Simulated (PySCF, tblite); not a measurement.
# C₅H₁₄O₃Si: geometry, infrared bands and NMR shifts

Aim: predict the infrared bands and NMR shifts of C₅H₁₄O₃Si (`CC[C@@](CO)(OC)O[SiH3]`).

The runs use tblite 0.8.0 and PySCF 2.14.0, with density-fitted response routines of our own; the level of theory stands in each step. All values are computed, except where a source is named. Atoms count from 0, in the outputs and in this text.

### 1 The starting structure

23 atoms, charge 0, multiplicity 1; geometry from: force field or distance geometry start.

Bonds of the start (Å): C0–C1 1.53, C1–C2 1.56, C2–C3 1.57, C3–O4 1.42, C2–O5 1.45, O5–C6 1.42, C2–O7 1.43, O7–Si8 1.66, C0–H9 1.09, C0–H10 1.09, C0–H11 1.11, C1–H12 1.11, C1–H13 1.08, C3–H14 1.09, C3–H15 1.11, O4–H16 0.99, C6–H17 1.10, C6–H18 1.09, C6–H19 1.09, Si8–H20 1.48, Si8–H21 1.48, Si8–H22 1.47.

### 2 Optimising the geometry with GFN2-xTB

Job settings and geometry (Å):

```
{"job": {"kind": "relax", "xc": "GFN2-xTB", "basis": "xTB"}, "charge": 0, "multiplicity": 1}
C     -2.042900    -1.076800     1.090500
C     -1.504100     0.190700     0.423800
C     -0.079700     0.020300    -0.193800
C     -0.153100    -1.104500    -1.279800
O      0.971400    -1.066500    -2.152900
O      0.275100     1.216200    -0.928400
C      0.252400     2.428300    -0.182300
O      0.808600    -0.254800     0.890100
Si     2.417900    -0.613000     0.688700
H     -2.244400    -1.862900     0.360900
H     -1.369100    -1.464400     1.848800
H     -3.007600    -0.853000     1.585000
H     -1.467700     0.959200     1.222800
H     -2.203700     0.545400    -0.325200
H     -1.042000    -0.981300    -1.901000
H     -0.175900    -2.104400    -0.801500
H      1.112500    -0.109000    -2.336500
H      0.766200     2.319900     0.780200
H      0.761800     3.198000    -0.758400
H     -0.773800     2.757600    -0.017600
H      3.097500    -0.393100     1.989200
H      3.021700     0.301300    -0.312800
H      2.574100    -2.026100     0.320300
```

Command:

```sh
> OMP_NUM_THREADS=1 python probes_run.py task.json out
```

The driver reads the jobs from task.json and runs them one after another.

**Question.** This job is followed by: GFN2-xTB harmonic vibrations, gas phase; GIAO PBE0/pcSseg-1 NMR shielding, non-relativistic, gas phase. Predict these results of the whole session: strongest single infrared mode (GFN2-xTB); zero-point energy (GFN2-xTB); ¹³C shifts against TMS (PBE0/pcSseg-1); ¹H shifts against TMS (PBE0/pcSseg-1, means over atoms taken as alike); ¹⁷O shifts against H2O (PBE0/pcSseg-1); ²⁹Si shifts against TMS (PBE0/pcSseg-1); surface potential, 1st and 99th percentile.

**Answer**, as computed:

```
                                                              quantity                                               value
                             strongest single infrared mode (GFN2-xTB)                               2243 cm⁻¹, 372 km/mol
                                          zero-point energy (GFN2-xTB)                                      116.0 kcal/mol
                                ¹³C shifts against TMS (PBE0/pcSseg-1)                    101.5, 70.4, 49.7, 31.9, 9.9 ppm
¹H shifts against TMS (PBE0/pcSseg-1, means over atoms taken as alike)  4.86, 3.86, 3.83, 3.54, 2.15, 1.98, 1.31, 0.98 ppm
                                ¹⁷O shifts against H2O (PBE0/pcSseg-1)                                66.0, 48.1, 24.2 ppm
                               ²⁹Si shifts against TMS (PBE0/pcSseg-1)                                           -47.4 ppm
                                 surface potential, 1st and 99th percentile                                  -1.36 V and 1.27 V
```

Relaxing lowered the energy by 0.349 eV in 69 steps; the close pair that moved most is C2–O7, from 1.428 to 1.379 Å. No mode is imaginary among the 63: a minimum at this level. The strongest single mode, at 2243 cm⁻¹, moves mainly H21. GFN2-xTB is a fitted tight-binding method: band positions and strengths are rough. Its intensities can rank the bands wrongly. At PBE0/pcSseg-1: Shielding is most anisotropic at O5 (span 150 ppm, paramagnetic term -132 ppm).
